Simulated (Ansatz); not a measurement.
# ClZr: the cost of one run

The runs use Ansatz 0.2.0, Gaussian basis; def2-TZVPP, core rule «outside noble gas», up to 9 orbitals frozen.

To be run: UHF; ROHF; CCSD(T) on UHF.

### 1 What is computed

The geometry is a PBE0/def2-TZVP stationary point (not a proven minimum) of the parent state, kept for this charge and spin. No spin-orbit coupling is included. Elements past krypton take def2 core potentials.

2 atoms, charge 0, spin multiplicity 4.

Atoms are counted from 1 here; the program's logs count them from 0.

Bond lengths: Zr1–Cl2 3.133 Å.

Coordinates:

```
Zr    0.0000    0.0000    0.0000
Cl    0.0000    0.0000    3.1330
```

### 2 UHF

The input, in.yaml:

```yaml
crystal:
  periodic: [false, false, false]
  atoms:
    - {symbol: Zr, position_ang: [0.000000, 0.000000, 0.000000]}
    - {symbol: Cl, position_ang: [0.000000, 0.000000, 3.133000]}
basis:
  gaussian: {orbitals: def2-TZVPP}
magnetization: {spin_polarized: true, initial_magnetization: 3}
hamiltonian: {xc: hf}
output: {orbitals: {seedname: orbitals}}
```

Run with:

```
$ ansatz run in.yaml --threads 1 --pin off --events-out ev --progress --plain --max-ram 4096MiB --backend cpu
```

What time and memory should one allow on 1 thread of AMD EPYC 7R13, shared host?

About 17 s, with a peak of 0.25 GiB.
